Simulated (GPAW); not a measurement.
Write an ASE script for GPAW 26.7.0 that does the following.

| Item | Value |
| --- | --- |
| Task | single point |
| Functional | PBE |
| Potentials or basis | GPAW PAW data sets (gpaw-data 1.2.1) |
| Cutoff | 450 eV |
| Basis | pw |
| k mesh | 7 × 7 × 7 |
| Occupations | fermi-dirac, width 0.05 eV |
| Spin | no spin polarisation |
| Maxiter | 120 |
| Convergence | default |

GaGe:

```xyz
2
Lattice="0.0000 2.8978 2.8978 2.8978 0.0000 2.8978 2.8978 2.8978 0.0000" Properties=species:S:1:pos:R:3 pbc="T T T"
Ge    0.0000    0.0000    0.0000
Ga    1.4489    1.4489    1.4489
```

The cell comes from a database or a generator and needn't be the stable form of this composition.

The input as run:

run.py

```python
from ase import Atoms
from ase.dft.bandgap import bandgap
from ase.io import write
from ase.units import GPa
from gpaw import GPAW, PW

atoms = Atoms(['Ge', 'Ga'],
              cell=[[0.0, 2.897844, 2.897844],
                    [2.897844, 0.0, 2.897844],
                    [2.897844, 2.897844, 0.0]],
              scaled_positions=[[0.0, 0.0, 0.0],
                                [0.25, 0.25, 0.25]],
              pbc=True)

calc = GPAW(mode=PW(450),
            xc='PBE',
            kpts={'size': (7, 7, 7), 'gamma': True},
            occupations={'name': 'fermi-dirac', 'width': 0.05},
            nbands=11,
            maxiter=120,
            txt='gpaw.txt')
atoms.calc = calc
energy = atoms.get_potential_energy()
forces = atoms.get_forces()
stress = atoms.get_stress()
calc.write('gs.gpw')
write('result.traj', atoms)
print(f'Energy: {energy:.6f} eV')
print('Forces (eV/A):')
print(forces.round(4))
print('Stress (GPa):', (stress / GPa).round(3))
print('Fermi level:', round(calc.get_fermi_level(), 4), 'eV')
print(f'Gap: {bandgap(calc)[0]:.4f} eV, direct: {bandgap(calc, direct=True)[0]:.4f} eV')
```

Potentials or basis: GPAW PAW data sets (gpaw-data 1.2.1), pw.

Launch:

```console
$ OMP_NUM_THREADS=1 python run.py
```

It gave:

The pressure is 0.8 GPa. The band gap on the k mesh is none (metal or under the smearing width).

Caveat: the cutoff is short for stress and forces, so pressures can be off by a GPa or more.

Wall time 4.2 s on 1 thread of Arm Neoverse V2, with other jobs on the host, peak memory 0.16 GiB.
